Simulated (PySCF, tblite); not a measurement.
# C₆H₅P₃: infrared bands and NMR shifts

Aim: predict the infrared bands and NMR shifts of C₆H₅P₃ (`C#Cc1pcpc(C)p1`).

Computed with tblite 0.8.0 and PySCF 2.14.0, with density-fitted response routines of our own, on a single molecule in the gas phase. Atoms are numbered from 0 throughout.

## Step 1: The molecule as given

14 atoms, charge 0, multiplicity 1; geometry from: GFN2-xTB.

Bonds of the start (Å): C0–C1 1.20, C1–C2 1.40, C2–P3 1.87, P3–C4 1.89, C4–P5 1.85, P5–C6 1.69, C6–C7 1.49, C6–P8 1.85, P8–C2 1.85, C0–H9 1.05, C4–H10 1.09, C7–H11 1.09, C7–H12 1.09, C7–H13 1.09.

## Step 2: Harmonic vibrations with GFN2-xTB

Job settings and geometry (Å):

```
{"job": {"kind": "ir", "xc": "GFN2-xTB", "basis": "xTB"}, "charge": 0, "multiplicity": 1}
C     -3.640445    -0.493948    -0.005034
C     -2.517105    -0.117572    -0.209925
C     -1.193371     0.292327    -0.405673
P     -0.478378     1.371113    -1.752431
C     -0.527010     1.518943     0.129549
P      1.026621     1.221333     1.095294
C      1.420155    -0.123340     0.155868
C      2.637723    -0.967442     0.335021
P      0.228811    -0.623044    -1.161460
H     -4.622911    -0.815543     0.170225
H     -1.181967     2.302556     0.510952
H      2.359966    -2.012609     0.480598
H      3.266271    -0.919340    -0.556617
H      3.220962    -0.633907     1.191466
```

**Question.** This job is followed by: GIAO PBE0/pcSseg-1 NMR shielding, non-relativistic, gas phase. What will the session give for the following? strongest single infrared mode (GFN2-xTB); zero-point energy (GFN2-xTB); 13C shifts against TMS (PBE0/pcSseg-1); 1H shifts against TMS (PBE0/pcSseg-1); 31P shifts against H3PO4 (PBE0/pcSseg-1).

**Answer**, as computed:

| quantity | value |
| --- | --- |
| strongest single infrared mode (GFN2-xTB) | 630 cm⁻¹, 21 km/mol |
| zero-point energy (GFN2-xTB) | 54.6 kcal/mol |
| 13C shifts against TMS (PBE0/pcSseg-1) | 232.2, 86.4, 84.7, 72.0, 71.7, 24.9 ppm |
| 1H shifts against TMS (PBE0/pcSseg-1) | 3.27, 2.54, 2.51, 2.47, 2.45 ppm |
| 31P shifts against H3PO4 (PBE0/pcSseg-1) | 331.2, 32.0, -2.0 ppm |

All 36 modes are real, so the xTB geometry is a minimum. The strongest single mode, at 630 cm⁻¹, moves mainly H9. GFN2-xTB is a fitted tight-binding method: band positions and strengths are rough. Its intensities can rank the bands wrongly. The structure rearranged or came apart on optimisation; the results belong to the end geometry, not to the formula as drawn. Shifts at one fixed geometry are not the observed spectrum, which averages over the motion. At PBE0/pcSseg-1: Shielding is most anisotropic at P3 (span 1378 ppm, paramagnetic term -678 ppm).
